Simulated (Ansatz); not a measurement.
# LaPt2, space group Fd-3m: a scan of one input key

Computed with Ansatz 0.2.0, Python API.

`edit_lapt2.py`
```python
"""Keys set on an Input object, for LaPt2."""

import warnings

import ansatz as az

warnings.simplefilter("ignore", az.DeckWarning)

lapt2 = (
    az.Lattice.fcc(7.774)
    .space_group(227, origin_choice=1)
    .atom("La", [0.0, 0.0, 0.5])
    .atom("Pt", [0.125, 0.125, 0.125])
    .primitive()
)

calculation = (
    lapt2.calculation()
    .occupations("Marzari-Vanderbilt", width=0.1)
    .kpoints(mesh=(6, 6, 6))
    .basis(450)
    .functional("LDA")
    .band_table()
)
typed = calculation.input()
rows = []
for value in [0.1, 0.3, 0.6]:
    edited = typed.set(az.key.scf.mixing.beta, value)
    summary = az.Session.from_dict(edited).plan().execute().report
    rows.append((value, summary["free_energy_ev"], summary["n_iterations"], len(summary["eigenvalues_ev"][0]) if "eigenvalues_ev" in summary else 0))
for row in rows:
    print("; ".join(f"{name} = {round(v, 4) if isinstance(v, float) else v}" for name, v in zip(["beta", "F eV", "iterations", "bands listed"], row)))
```

```console
$ python edit_lapt2.py
beta = 0.1; F eV = -61138.7297; iterations = 8; bands listed = 57
beta = 0.3; F eV = -61138.7297; iterations = 7; bands listed = 57
beta = 0.6; F eV = -61138.7297; iterations = 7; bands listed = 57
```

Caveats:
- Total energies depend on the potentials; only differences at equal settings carry meaning. A total without «per atom» is that of the whole cell that was run.
- Spin is left out of this run.
- For a metal this k-point mesh is coarse: on a finer one energies can move by several to tens of meV an atom and pressures by half a GPa or more, differences at one mesh by less.
- Spin-orbit coupling, which matters for elements this heavy, is left out.
- The starting cell is as deposited in a crystallographic database; the results hold for this polymorph, which needn't be the stable one.
- Finished in 22 s on 1 thread of Arm Neoverse V1, with other jobs on the host, peak memory 0.48 GiB.
